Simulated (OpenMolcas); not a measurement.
# Zn: CASSCF and CASPT2 terms and fine-structure levels

Wanted: the level scheme of Zn from active-space wave functions, then second-order correlation under several settings.

The numbers are computed with OpenMolcas 26.06 (state-averaged CASSCF and CASPT2, spin-orbit coupling by RASSI with atomic mean-field integrals), except any that are marked as measured or tabulated.

## 1. The atom as given

| Quantity | Value |
| --- | --- |
| Species | Zn (zinc, Z = 30, 30 electrons) |
| Basis | ANO-L-VTZP [6s5p3d2f1g], 59 functions |
| Scalar Hamiltonian | non-relativistic, point nucleus |
| Inactive shells | 1s 2s 2p 3s 3p 3d |
| Active space | 2 electrons in 4 orbitals (4s 4p) |
| Some configurations of this space | 4p2, 4s 4p, 4s2 |
| Orbitals | optimised for each spin and parity, averaged over the low roots |

The outer shells:

4p2
```
4p [↑ ][↑ ][  ]
```

4s 4p
```
4s [↑ ]
4p [↑ ][  ][  ]
```

4s2
```
4s [↑↓]
```

The work runs as a chain of OpenMolcas steps in one folder; each step below is one input file. Labels, J, g values, rates, χT and fits are worked out afterwards by a script from the matrices that RASSI stores.

## 2. One- and two-electron integrals

The input, a.inp:

```
&GATEWAY
Coord
1

Zn 0.0 0.0 0.0
Basis=ANO-L-VTZP
Group=XYZ
NoMove
AngMom=0.0 0.0 0.0
AMFI
&SEWARD
```

## 3. CASSCF: triplets of even parity, 3 roots

The input, a.inp:

```
&RASSCF
FileOrb=start.orb
Symmetry=1
Spin=3
nActEl=2 0 0
Inactive=8 6
Ras2=1 3
CIRoot=3 3 1
SDav=3
CIMx=300
Iter=120 100
PrWF=0.3
OrbListing=Nothing
MaxOrb=0
Atom
>>> COPY $Project.JobIph JOB001
```

start.orb holds the contracted functions of the basis, ordered by shell, or the orbitals of the step before.

## 4. CASSCF: singlets of even parity, 1 root

The input, a.inp:

```
&RASSCF
FileOrb=start.orb
Symmetry=1
Spin=1
nActEl=2 0 0
Inactive=8 6
Ras2=1 3
CIRoot=1 1 1
SDav=7
CIMx=300
Iter=120 100
PrWF=0.3
OrbListing=Nothing
MaxOrb=0
Atom
>>> COPY $Project.JobIph JOB002
```

## 5. Reference wave functions, triplets of odd parity, 3 roots

The input, a.inp:

```
&RASSCF
FileOrb=start.orb
Symmetry=2
Spin=3
nActEl=2 0 0
Inactive=8 6
Ras2=1 3
CIRoot=3 3 1
SDav=3
CIMx=300
Iter=120 100
PrWF=0.3
OrbListing=Nothing
MaxOrb=0
Atom
>>> COPY $Project.JobIph JOB003
```

## 6. CASSCF: singlets of odd parity, 3 roots

a.inp: that of step 5 with these lines changed.

```diff
@@ -3,3 +3,3 @@
 Symmetry=2
-Spin=3
+Spin=1
 nActEl=2 0 0
@@ -15,2 +15,2 @@
 Atom
->>> COPY $Project.JobIph JOB003
+>>> COPY $Project.JobIph JOB004
```

## 7. RASSI: spin-orbit coupling between the states

The input, a.inp:

```
&RASSI
NrOfJobIphs=4 3 1 3 3
1 2 3
1
1 2 3
1 2 3
IphNames
JOB001
JOB002
JOB003
JOB004
EJob
SpinOrbit
DIPRint=1.0
SOCoupling=1000.0
Subsets=2
MEES
Property=10
'ANGMOM' 1 'ANGMOM' 2 'ANGMOM' 3 'MLTPL  1' 1 'MLTPL  1' 2 'MLTPL  1' 3
'AMFI' 1 'AMFI' 2 'AMFI' 3 'MLTPL  2' 6
SOProperty=3
'ANGMOM' 1 'ANGMOM' 2 'ANGMOM' 3
```

## 8. CASPT2: IPEA 0.25, imaginary shift 0.1 (closed shells correlated: 3d)

The input, a.inp:

```
>>> COPY JOB001 $Project.JobIph
&CASPT2
Multistate=3 1 2 3
Frozen=3 6
IPEA=0.25
Imaginary=0.1
MaxIter=60
WThr=0.0 0.3 0.05
PrWF=0.5
NoMix
>>> COPY JOB002 $Project.JobIph
&CASPT2
Multistate=1 1
Frozen=3 6
IPEA=0.25
Imaginary=0.1
MaxIter=60
WThr=0.0 0.3 0.05
PrWF=0.5
NoMix
>>> COPY JOB003 $Project.JobIph
&CASPT2
Multistate=3 1 2 3
Frozen=3 6
IPEA=0.25
Imaginary=0.1
MaxIter=60
WThr=0.0 0.3 0.05
PrWF=0.5
NoMix
>>> COPY JOB004 $Project.JobIph
&CASPT2
Multistate=3 1 2 3
Frozen=3 6
IPEA=0.25
Imaginary=0.1
MaxIter=60
WThr=0.0 0.3 0.05
PrWF=0.5
NoMix
```

## 9. CASPT2: IPEA 0.25, real shift 0.2 (closed shells correlated: 3d)

a.inp: that of step 8 with these lines changed.

```diff
@@ -5,3 +5,3 @@
 IPEA=0.25
-Imaginary=0.1
+Shift=0.2
 MaxIter=60
@@ -15,3 +15,3 @@
 IPEA=0.25
-Imaginary=0.1
+Shift=0.2
 MaxIter=60
@@ -25,3 +25,3 @@
 IPEA=0.25
-Imaginary=0.1
+Shift=0.2
 MaxIter=60
@@ -35,3 +35,3 @@
 IPEA=0.25
-Imaginary=0.1
+Shift=0.2
 MaxIter=60
```

(Steps that only read results are left out.)

Q: Predict the outcome of this session. Wanted: lowest level; first excited level; strongest of the lines computed, by gA, at SS-CASPT2 energies.

The runs gave:

| quantity | value |
| --- | --- |
| method | SS-CASPT2, IPEA 0.25, imaginary shift 0.1 (closed shells correlated: 3d) |
| lowest level | 4s2 1S0, 100 % of that term |
| ground level listed by NIST | 1S0 |
| first excited level | 4s 4p 3P* 0 at 30850 cm-1 |
| strongest of the lines computed, by gA, at SS-CASPT2 energies | 4s 4p 1P* 1 → 4s2 1S0, 197.9 nm, A = 1.18e+09 s⁻¹ |

What each method costs and misses:

```csv
method,time of its own steps,time with the reference,mean absolute difference from the measured levels (cm-1)
A. CASSCF,7.2 s,7.2 s,4200
"B. SS-CASPT2, IPEA 0.25, imaginary shift 0.1, +3d",1.4 s,8.6 s,2100
"C. SS-CASPT2, IPEA 0.25, real shift 0.2, +3d",1.4 s,8.6 s,2100
```

Times are of one thread on a shared host.

In words: Method B lies closest to the measured levels (2100 cm⁻¹ on average, level with C) and A farthest (4200). Only the configurations of the active space and the roots asked for are present. Not all states of the active space went into the spin-orbit step. No d shell is active. Levels of other configurations are missing from the list.
